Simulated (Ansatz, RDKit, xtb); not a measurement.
# Isomers of C3H5NOSi, a sample narrowed down, part 1 of 2

Which of a sample of isomers of C3H5NOSi is the most stable in the gas at 298.15 K, and what are its properties? The sample is small against all isomers, and the most stable one of this formula need not be in it.

Plan: many cheap relaxations first (GFN2-xTB), then density-functional screening, relaxation at B3LYP/def2-SVP, vibrations (at GFN2-xTB) and a final energy. The numbers are computed, not measured.

### Step 1. Drawing up candidates

Isomers were taken from a list of plausible structures; this is a sample, not all of them. That gives 3 candidates.

```
label                    SMILES     spin
 c380  N#C[C@@H]1O[C@@H]1[SiH3]  singlet
 c489      N#C[C@@]1([SiH3])CO1  singlet
 c587   N#C[C@@H]1O[C@H]1[SiH3]  singlet
```

Candidates are built by distance geometry, with a force field where one applies, in up to four conformers (letters a to d).

### Step 2. First filter: tight binding

All 3 starts are relaxed the same way. One of them, c587a (taken from a list of positional isomers, embedded by distance geometry and MMFF94), in full:

Contents of start.xyz:

```xyz
11
c587a
C      0.308000     0.948009     1.252358
C     -0.525460    -0.202486     1.220973
C      0.073889    -1.505482     0.681190
N      0.994341     1.919666     1.270106
O     -0.134996    -1.220351     2.092363
Si    -1.180716    -2.711849    -0.123746
H     -1.594031     0.015083     1.137205
H      1.035273    -1.549837     0.279414
H     -0.724228    -4.079776     0.091582
H     -2.513781    -2.511862     0.431993
H     -1.229587    -2.407200    -1.557876
```

On the command line:

```
xtb start.xyz --gfn 2 --opt
```

Standard output:

```text
* xtb version 6.7.1
   ID    Z sym.   atoms
    1    6 C      1-3
    2    7 N      4
    3    8 O      5
    4   14 Si     6
    5    1 H      7-11

           -------------------------------------------------
          |                Calculation Setup                |
           -------------------------------------------------

          program call               : xtb start.xyz --gfn 2 --opt
          coordinate file            : start.xyz
          omp threads                :                     2

           -------------------------------------------------
          |                 G F N 2 - x T B                 |
           -------------------------------------------------

      * Hamiltonian:
        H0-scaling (s, p, d)           1.850000    2.230000    2.230000
        zeta-weighting                 0.500000
      * Dispersion:
        s8                             2.700000
        a1                             0.520000
        a2                             5.000000
        s9                             5.000000
      * Repulsion:
        kExp                           1.500000    1.000000
        rExp                           1.000000
      * Coulomb:
        alpha                          2.000000
        third order                    shell-resolved
        anisotropic                    true
        a3                             3.000000
        a5                             4.000000
        cn-shift                       1.200000
        cn-exp                         4.000000
        max-rad                        5.000000

          ...................................................
          :                      SETUP                      :
          :.................................................:
          :  # basis functions                  35          :
          :  # atomic orbitals                  34          :
          :  # shells                           18          :
          :  # electrons                        32          :
          :  max. iterations                   250          :
          :  Hamiltonian                  GFN2-xTB          :
          :  restarted?                      false          :
          :  GBSA solvation                  false          :
          :  PC potential                    false          :
          :  electronic temp.          300.0000000     K    :
          :  accuracy                    1.0000000          :
          :  -> integral cutoff          0.2500000E+02      :
          :  -> integral neglect         0.1000000E-07      :
          :  -> SCF convergence          0.1000000E-05 Eh   :
          :  -> wf. convergence          0.1000000E-03 e    :
          :  Broyden damping             0.4000000          :
          :  net charge                          0          :
          :  unpaired electrons                  0          :
          ...................................................

[... 7 lines left out ...]
   *** convergence criteria satisfied after 13 iterations ***
[... 28 lines left out ...]
         :: total energy             -17.598625701288 Eh    ::
[... 39 lines left out ...]
          :   energy convergence         0.5000000E-05 Eh   :
          :   grad. convergence          0.1000000E-02 Eh/α :
[... 26 lines left out ...]
 * total energy  :   -17.5986257 Eh     change       -0.1824816E-09 Eh
[... 16 lines left out ...]
 * total energy  :   -17.6091371 Eh     change       -0.1051136E-01 Eh
[... 16 lines left out ...]
 * total energy  :   -17.6106093 Eh     change       -0.1472204E-02 Eh
[... 16 lines left out ...]
 * total energy  :   -17.6104009 Eh     change        0.2083942E-03 Eh
[... 16 lines left out ...]
 * total energy  :   -17.6107716 Eh     change       -0.3707324E-03 Eh
[... 17 lines left out ...]
 * total energy  :   -17.6107805 Eh     change       -0.8911766E-05 Eh
[... 18 lines left out ...]
 * total energy  :   -17.6107840 Eh     change       -0.3482227E-05 Eh
[... 4 lines left out ...]
   *** GEOMETRY OPTIMIZATION CONVERGED AFTER 7 ITERATIONS ***
[... 2 lines left out ...]
 total energy gain   :        -0.0121583 Eh       -7.6294 kcal/mol
[... 15 lines left out ...]
 final structure:
[... 39 lines left out ...]
          |                Final Singlepoint                |
[... 18 lines left out ...]
          :  -> SCF convergence          0.1000000E-05 Eh   :
          :  -> wf. convergence          0.1000000E-03 e    :
[... 10 lines left out ...]
   *** convergence criteria satisfied after 3 iterations ***
[... 28 lines left out ...]
         :: total energy             -17.610784002191 Eh    ::
[... 55 lines left out ...]
                             6 Si   0.840
     4   7 N    3.013 --     1 C    2.849
     5   8 O    2.000 --     3 C    0.950     2 C    0.934
     6  14 Si   3.582 --    10 H    0.904     9 H    0.902    11 H    0.900
                             3 C    0.840
     7   1 H    0.998 --     2 C    0.947
     8   1 H    0.999 --     3 C    0.978
     9   1 H    0.994 --     6 Si   0.902
    10   1 H    0.995 --     6 Si   0.904
    11   1 H    0.994 --     6 Si   0.900
 ---------------------------------------------------------------------------

Topologies differ in total number of bonds
Writing topology from bond orders to xtbtopo.mol

molecular dipole:
                 x           y           z       tot (Debye)
 q only:       -0.839      -0.952      -1.051
   full:       -0.931      -1.122      -0.840       4.277
molecular quadrupole (traceless):
                xx          xy          yy          xz          yz          zz
 q only:        2.285       0.901       3.398      -1.247       2.465      -5.683
  q+dip:        4.646      -2.135       0.516      -3.273       0.190      -5.162
   full:        3.825      -2.811       0.115      -2.701       0.707      -3.940

           -------------------------------------------------
          |                Geometry Summary                 |
           -------------------------------------------------

      molecular mass/u    :       99.1635183
   center of mass at/Å    :       -0.2971854      -0.9109563       0.8468504
  moments of inertia/u·Å² :        0.5117652E+02   0.3578837E+03   0.3804781E+03
rotational constants/cm⁻¹ :        0.3294017E+00   0.4710366E-01   0.4430645E-01

 * 10 selected distances

     #   Z          #   Z                                           value/Å
     2   6 C        3   6 C                                       1.4775649
     1   6 C        4   7 N                                       1.1436697
     2   6 C        5   8 O                                       1.3951453
     3   6 C        5   8 O                                       1.4083654
     3   6 C        6  14 Si                                      1.8976408 (max)
     2   6 C        7   1 H                                       1.0894115
     3   6 C        8   1 H                                       1.0893977 (min)
     6  14 Si       9   1 H                                       1.4593329
     6  14 Si      10   1 H                                       1.4611481
     6  14 Si      11   1 H                                       1.4630336

 * 6 distinct bonds (by element types)

   Z      Z             #   av. dist./Å        max./Å        min./Å
   1 H    6 C           2     1.0894046     1.0894115     1.0893977
   6 C    6 C           1     1.4775649     1.4775649     1.4775649
   6 C    7 N           1     1.1436697     1.1436697     1.1436697
   6 C    8 O           2     1.4017553     1.4083654     1.3951453
   1 H   14 Si          3     1.4611715     1.4630336     1.4593329
   6 C   14 Si          1     1.8976408     1.8976408     1.8976408

optimized geometry written to: xtbopt.xyz

           -------------------------------------------------
          | TOTAL ENERGY              -17.610784002191 Eh   |
          | GRADIENT NORM               0.000927097985 Eh/α |
          | HOMO-LUMO GAP               4.798693726609 eV   |
           -------------------------------------------------

------------------------------------------------------------------------
------------------------------------------------------------------------
 total:
 * wall-time:     0 d,  0 h,  0 min,  0.204 sec
 *  cpu-time:     0 d,  0 h,  0 min,  0.243 sec
 * ratio c/w:     1.192 speedup
 SCF:
 * wall-time:     0 d,  0 h,  0 min,  0.022 sec
 *  cpu-time:     0 d,  0 h,  0 min,  0.030 sec
 * ratio c/w:     1.347 speedup
 ANC optimizer:
 * wall-time:     0 d,  0 h,  0 min,  0.126 sec
 *  cpu-time:     0 d,  0 h,  0 min,  0.169 sec
 * ratio c/w:     1.341 speedup
```

Wall time 0.31 s (2 threads of Intel Xeon at 2.50GHz (Skylake/Cascade Lake), shared host).

### Step 3. The minima found

3 of the 3 relaxations converged. 3 distinct structures remain:

```
label  start              SMILES after     spin  energy (kcal/mol)
c489a  drawn      N#C[C@@]1([SiH3])CO1  singlet                0.0
c587a  drawn   N#C[C@@H]1O[C@H]1[SiH3]  singlet                2.1
c380a  drawn  N#C[C@@H]1O[C@@H]1[SiH3]  singlet                2.3
```

### Step 4. Single points on the low minima

A choice of the minima (the low ones first, few conformers of a pattern, up to a cap) and the lowest that fell apart get a single point at r2SCAN-D4/def2-SVP on the tight-binding geometry, and one at HF/STO-3G for comparison. The lowest singlets are also tried as triplets at the same geometry (label ending in t). The first, c489a:

Contents of input.yaml:

```yaml
crystal:
  periodic: [false, false, false]
  atoms:
    - {symbol: C, position_ang: [-0.392769, -0.098750, 1.947432]}
    - {symbol: C, position_ang: [-0.287552, -0.920130, 0.787703]}
    - {symbol: C, position_ang: [-0.159863, -0.256505, -0.521525]}
    - {symbol: N, position_ang: [-0.528206, 0.516233, 2.903565]}
    - {symbol: O, position_ang: [0.936152, -0.863822, 0.072629]}
    - {symbol: Si, position_ang: [-0.997726, -2.689299, 0.907465]}
    - {symbol: H, position_ang: [-2.416204, -2.549127, 1.235136]}
    - {symbol: H, position_ang: [-0.786393, -3.276445, -0.412864]}
    - {symbol: H, position_ang: [-0.251392, -3.387167, 1.948825]}
    - {symbol: H, position_ang: [-0.133393, 0.827418, -0.567496]}
    - {symbol: H, position_ang: [-0.566184, -0.748055, -1.399108]}
basis:
  gaussian:
    orbitals: def2-SVP
hamiltonian:
  xc: {name: r2SCAN}
  dispersion: d4
scf:
  lower_state_search: off
output:
  orbitals: {seedname: orbitals}
```

On the command line:

```
ansatz run input.yaml --threads 2 --pin off --max-ram 5220MiB --events-out events.jsonl --progress --plain --runs-dir runs
```

Standard output:

```text
Warning: RAYON_NUM_THREADS=2 ignored (pool sized by the plan → 2); use --threads N
Functional definition: r2SCAN
  name "r2SCAN"
  parameter k0 = 0.174
  parameter k1 = 0.065
  parameter a1 = 4.9479
  exchange = r2scan_x(k0 = k0, k1 = k1, a1 = a1)
  correlation = r2scan_c
these checks for a lower state are left out or cut short: stability, starts, cluster_reference, orbital_swaps, neighbouring_geometries, increment
1275 factors; their error is unknown
mean field evaluation 1: about -14587.7165 eV, gradient 4.6e1 eV
mean field evaluation 2: about -14581.2445 eV, gradient 7.1e1 eV
mean field evaluation 4: about -14592.6007 eV, gradient 4.5e0 eV
mean field evaluation 8: about -14592.6509 eV, gradient 1.9e-1 eV
mean field evaluation 16: about -14592.5698 eV, gradient 1.6e-4 eV
mean field -14592.56976453 eV, -536.2670476473 hartree, gradient 2.9e-6 eV, S^2 0.000000; 0 other end points of the search recorded, 0 dependent functions left out
reference -14592.56977358 eV, -536.2670479799 hartree; 26, 26 occupied and 87, 87 virtual orbitals, 1275 factors
Total energy: -14592.63344948 eV, -536.2693880262 hartree
Checks for a lower state left out: stability, starts, cluster_reference, orbital_swaps, neighbouring_geometries, increment
```

Wall time 4.9 s (2 threads of Intel Xeon at 2.50GHz (Skylake/Cascade Lake), shared host); peak memory 0.15 GiB.

Relative energies in kcal/mol, each column from its lowest structure that stays in one piece:

| label | SMILES | spin | GFN2-xTB | HF/STO-3G | r2SCAN-D4/def2-SVP |
| --- | --- | --- | --- | --- | --- |
| c489a | N#C[C@@]1([SiH3])CO1 | singlet | 0.0 | 0.0 | 0.0 |
| c587a | N#C[C@@H]1O[C@H]1[SiH3] | singlet | 2.1 | 0.1 | 1.2 |
| c380a | N#C[C@@H]1O[C@@H]1[SiH3] | singlet | 2.3 | 0.6 | 1.7 |
| c489at | N#C[C@@]1([SiH3])CO1 | triplet | – | – | 133.4 |
| c587at | N#C[C@@H]1O[C@H]1[SiH3] | triplet | – | – | 135.0 |

### Step 5. Refinement at B3LYP/def2-SVP

3 candidates are relaxed at B3LYP/def2-SVP (chosen among the lowest in one piece). The first, c489a:

input.yaml: that of step 4 with these lines changed.

```diff
@@ -6,3 +6,3 @@
     - {symbol: C, position_ang: [-0.159863, -0.256505, -0.521525]}
-    - {symbol: N, position_ang: [-0.528206, 0.516233, 2.903565]}
+    - {symbol: "N", position_ang: [-0.528206, 0.516233, 2.903565]}
     - {symbol: O, position_ang: [0.936152, -0.863822, 0.072629]}
@@ -18,7 +18,6 @@
 hamiltonian:
-  xc: {name: r2SCAN}
-  dispersion: d4
+  xc: {name: B3LYP}
+relax:
+  f_tol: 0.006
 scf:
-  lower_state_search: off
-output:
-  orbitals: {seedname: orbitals}
+  lower_state_search: "off"
```

On the command line:

```
ansatz run input.yaml --threads 2 --pin off --max-ram 5220MiB --events-out events.jsonl --progress --plain --runs-dir runs
```

Standard output:

```text
Warning: RAYON_NUM_THREADS=2 ignored (pool sized by the plan → 2); use --threads N
The last accepted step is kept in runs//last_step.txt (removed where the run ends without a failure and the disk answers)
Functional definition: B3LYP
  name "B3LYP"
  parameter a0 = 0.2
  parameter ax = 0.72
  parameter ac = 0.81
  exchange = (1 - a0 - ax)*slater_x + ax*b88_x + a0*exact_x
  correlation = (1 - ac)*vwn_rpa_c + ac*lyp_c
these checks for a lower state are left out or cut short: stability, starts, cluster_reference, orbital_swaps, neighbouring_geometries, increment
1243 factors; integrals over basis functions are off by at most 6.3e-4 eV
mean field evaluation 1: about -14592.7596 eV, gradient 4.6e1 eV
mean field evaluation 2: about -14587.5339 eV, gradient 6.9e1 eV
mean field evaluation 4: about -14597.5738 eV, gradient 3.7e0 eV
mean field evaluation 8: about -14597.6410 eV, gradient 5.8e-1 eV
mean field evaluation 16: about -14597.6416 eV, gradient 1.1e-5 eV
mean field -14597.64164752 eV, -536.4534359095 hartree, gradient 1.2e-6 eV, S^2 0.000000; 0 other end points of the search recorded, 0 dependent functions left out
the calculation of the forces begins
reference -14597.64189581 eV, -536.4534450338 hartree; 26, 26 occupied and 87, 87 virtual orbitals, 1243 factors
relax step   1: F+E_penalty+E_count = -14597.64164752 eV  Δ(F+E_penalty+E_count) = +0.000e0 eV  max|allowed force component| = 1.676e0 eV/Å  Δτ_max = 0.0000 Å  (16 SCF iters, accepted)
these checks for a lower state are left out or cut short: stability, starts, cluster_reference, orbital_swaps, neighbouring_geometries, increment
1243 factors; integrals over basis functions are off by at most 6.8e-4 eV
mean field -14597.72720233 eV, -536.4565799909 hartree, gradient 1.6e-6 eV, S^2 0.000000; 0 other end points of the search recorded, 0 dependent functions left out
the calculation of the forces begins
reference -14597.72745237 eV, -536.4565891794 hartree; 26, 26 occupied and 87, 87 virtual orbitals, 1243 factors
relax step   2: F+E_penalty+E_count = -14597.72720233 eV  Δ(F+E_penalty+E_count) = -8.555e-2 eV  max|allowed force component| = 5.148e-1 eV/Å  Δτ_max = 0.0742 Å  (22 SCF iters, accepted)
these checks for a lower state are left out or cut short: stability, starts, cluster_reference, orbital_swaps, neighbouring_geometries, increment
1243 factors; integrals over basis functions are off by at most 6.9e-4 eV
mean field evaluation 32: about -14597.7358 eV, gradient 1.6e-6 eV
mean field -14597.73584260 eV, -536.4568975148 hartree, gradient 1.8e-6 eV, S^2 0.000000; 0 other end points of the search recorded, 0 dependent functions left out
the calculation of the forces begins
reference -14597.73609305 eV, -536.4569067186 hartree; 26, 26 occupied and 87, 87 virtual orbitals, 1243 factors
relax step   3: F+E_penalty+E_count = -14597.73584260 eV  Δ(F+E_penalty+E_count) = -8.640e-3 eV  max|allowed force component| = 1.650e-1 eV/Å  Δτ_max = 0.0175 Å  (22 SCF iters, accepted)
[... 5 lines left out ...]
relax step   4: F+E_penalty+E_count = -14597.73667582 eV  Δ(F+E_penalty+E_count) = -8.332e-4 eV  max|allowed force component| = 3.733e-2 eV/Å  Δτ_max = 0.0080 Å  (15 SCF iters, accepted)
[... 5 lines left out ...]
relax step   5: F+E_penalty+E_count = -14597.73701834 eV  Δ(F+E_penalty+E_count) = -3.425e-4 eV  max|allowed force component| = 3.671e-2 eV/Å  Δτ_max = 0.0100 Å  (15 SCF iters, accepted)
[... 5 lines left out ...]
relax step   6: F+E_penalty+E_count = -14597.73746737 eV  Δ(F+E_penalty+E_count) = -4.490e-4 eV  max|allowed force component| = 2.185e-2 eV/Å  Δτ_max = 0.0333 Å  (21 SCF iters, accepted)
[... 5 lines left out ...]
relax step   7: F+E_penalty+E_count = -14597.73760067 eV  Δ(F+E_penalty+E_count) = -1.333e-4 eV  max|allowed force component| = 1.281e-2 eV/Å  Δτ_max = 0.0168 Å  (22 SCF iters, accepted)
[... 6 lines left out ...]
relax step   8: F+E_penalty+E_count = -14597.73762859 eV  Δ(F+E_penalty+E_count) = -2.792e-5 eV  max|allowed force component| = 7.247e-3 eV/Å  Δτ_max = 0.0051 Å  (14 SCF iters, accepted)
these checks for a lower state are left out or cut short: stability, starts, cluster_reference, orbital_swaps, neighbouring_geometries, increment
1243 factors; integrals over basis functions are off by at most 6.6e-4 eV
mean field -14597.73764299 eV, -536.4569636779 hartree, gradient 1.1e-6 eV, S^2 0.000000; 0 other end points of the search recorded, 0 dependent functions left out
the calculation of the forces begins
reference -14597.73789248 eV, -536.4569728463 hartree; 26, 26 occupied and 87, 87 virtual orbitals, 1243 factors
relax step   9: F+E_penalty+E_count = -14597.73764299 eV  Δ(F+E_penalty+E_count) = -1.440e-5 eV  max|allowed force component| = 5.447e-3 eV/Å  Δτ_max = 0.0027 Å  (15 SCF iters, accepted)
Total energy: -14597.73789248 eV, -536.4569728463 hartree
Atom 0 at    -0.417878    -0.063863     1.959255 Å, force    -0.000973    -0.000162    -0.000707 eV/Å
Atom 1 at    -0.296936    -0.909564     0.783556 Å, force     0.002543    -0.005447    -0.003902 eV/Å
Atom 2 at    -0.129201    -0.249807    -0.540832 Å, force    -0.000106     0.001772     0.001173 eV/Å
Atom 3 at    -0.548796     0.563528     2.926173 Å, force    -0.000491    -0.000947    -0.001910 eV/Å
Atom 4 at     0.975804    -0.838142     0.104692 Å, force     0.000419     0.003057     0.001419 eV/Å
Atom 5 at    -1.008460    -2.681945     0.908869 Å, force    -0.001506     0.000982     0.000424 eV/Å
Atom 6 at    -2.435899    -2.618744     1.326148 Å, force    -0.000192    -0.000208     0.000867 eV/Å
Atom 7 at    -0.884103    -3.285617    -0.445116 Å, force     0.000395     0.000587     0.000042 eV/Å
Atom 8 at    -0.211112    -3.446261     1.903720 Å, force     0.000022    -0.000025    -0.000076 eV/Å
Atom 9 at    -0.129614     0.846791    -0.584760 Å, force     0.002544     0.001984    -0.001411 eV/Å
Atom 10 at    -0.497335    -0.762025    -1.439943 Å, force    -0.002655    -0.001593     0.004081 eV/Å
Dipole moment:    -0.273216    -0.319155    -0.639840 e Å
Checks for a lower state left out: stability, starts, cluster_reference, orbital_swaps, neighbouring_geometries, increment
```

Wall time 85 s (2 threads of Intel Xeon at 2.50GHz (Skylake/Cascade Lake), shared host); peak memory 0.24 GiB.

Energy change by step (eV): 0.0000, -0.0856, -0.0942, -0.0950, -0.0954, -0.0958, -0.0960, -0.0960, -0.0960.

After the run. Bond lengths: C1–C2 1.453 Å, C2–C3 1.489 Å, C1–N4 1.160 Å, C2–O5 1.444 Å, C3–O5 1.409 Å, C2–Si6 1.914 Å, Si6–H7 1.489 Å, Si6–H8 1.488 Å, Si6–H9 1.486 Å, C3–H10 1.097 Å, C3–H11 1.098 Å. Some angles: C1–C2–C3 118.1°, C1–C2–O5 115.1°, C1–C2–Si6 117.1°, C3–C2–O5 57.4°, C3–C2–Si6 120.7°, O5–C2–Si6 113.8°, C2–C1–N4 176.8°, C2–C3–O5 59.7°, C2–O5–C3 62.9°, C2–C3–H10 118.6°.

(Continued in part 2 of 2.)
